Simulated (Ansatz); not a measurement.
# C2H8FNSi2: the cost of one run

All numbers below are computed with Ansatz 0.2.0 (RKS BHLYP-D4/def2-SVP).

**1. Starting point**

Bond lengths: F1–C2 1.392 Å, C2–Si3 1.828 Å, Si3–N4 1.771 Å, N4–C5 1.245 Å, C5–Si6 1.867 Å, C2–H7 1.106 Å, C2–H8 1.068 Å, Si3–H9 1.423 Å, Si3–H10 1.518 Å, C5–H11 1.127 Å, Si6–H12 1.508 Å, Si6–H13 1.473 Å, Si6–H14 1.484 Å. Angles (14 of 22 angles, heavy atoms first): F1–C2–Si3 109.0°, C2–Si3–N4 110.6°, Si3–N4–C5 126.0°, N4–C5–Si6 133.6°, F1–C2–H7 106.1°, F1–C2–H8 111.6°, Si3–C2–H7 111.4°, Si3–C2–H8 109.3°, C2–Si3–H9 114.9°, C2–Si3–H10 111.7°, N4–Si3–H9 106.8°, N4–Si3–H10 102.5°, N4–C5–H11 114.4°, Si6–C5–H11 111.9°.

Structure file:

```xyz
14

F    -2.0632   -2.9929    0.6370
C    -1.8908   -1.6905    1.0986
Si   -0.5977   -0.8723    0.0986
N    -0.2369    0.7366    0.7450
C     0.5598    1.5596    0.2574
Si    1.7942    1.4838   -1.1411
H    -1.5856   -1.7785    2.1578
H    -2.7959   -1.1273    1.0349
H    -0.9238   -0.6999   -1.2761
H     0.7384   -1.5819    0.2199
H     0.5992    2.5470    0.8002
H     2.7926    0.3765   -0.9117
H     2.5101    2.7652   -1.2685
H     1.0867    1.2454   -2.4231
```

**2. End point A**

The input, input.yaml:

```yaml
crystal:
  periodic: [false, false, false]
  atoms:
    - { symbol: F, position_ang: [-2.0632, -2.9929, 0.637] }
    - { symbol: C, position_ang: [-1.8908, -1.6905, 1.0986] }
    - { symbol: Si, position_ang: [-0.5977, -0.8723, 0.0986] }
    - { symbol: "N", position_ang: [-0.2369, 0.7366, 0.745] }
    - { symbol: C, position_ang: [0.5598, 1.5596, 0.2574] }
    - { symbol: Si, position_ang: [1.7942, 1.4838, -1.1411] }
    - { symbol: H, position_ang: [-1.5856, -1.7785, 2.1578] }
    - { symbol: H, position_ang: [-2.7959, -1.1273, 1.0349] }
    - { symbol: H, position_ang: [-0.9238, -0.6999, -1.2761] }
    - { symbol: H, position_ang: [0.7384, -1.5819, 0.2199] }
    - { symbol: H, position_ang: [0.5992, 2.547, 0.8002] }
    - { symbol: H, position_ang: [2.7926, 0.3765, -0.9117] }
    - { symbol: H, position_ang: [2.5101, 2.7652, -1.2685] }
    - { symbol: H, position_ang: [1.0867, 1.2454, -2.4231] }
basis:
  gaussian: { orbitals: def2-SVP }
hamiltonian:
  xc: { name: BHLYP }
  dispersion: d4
relax:
  f_tol: 0.015
  max_steps: 40
```

Launch:

```console
ansatz run input.yaml --threads 2 --pin off --max-ram 3072MiB --backend cpu --events-out ev --progress --plain --runs-dir out
```

Q: Estimate wall time and peak memory on 2 threads of Intel Xeon Platinum 8259CL at 2.50GHz (Skylake/Cascade Lake), shared host.

About 3.3 min, with a peak of 0.36 GiB.
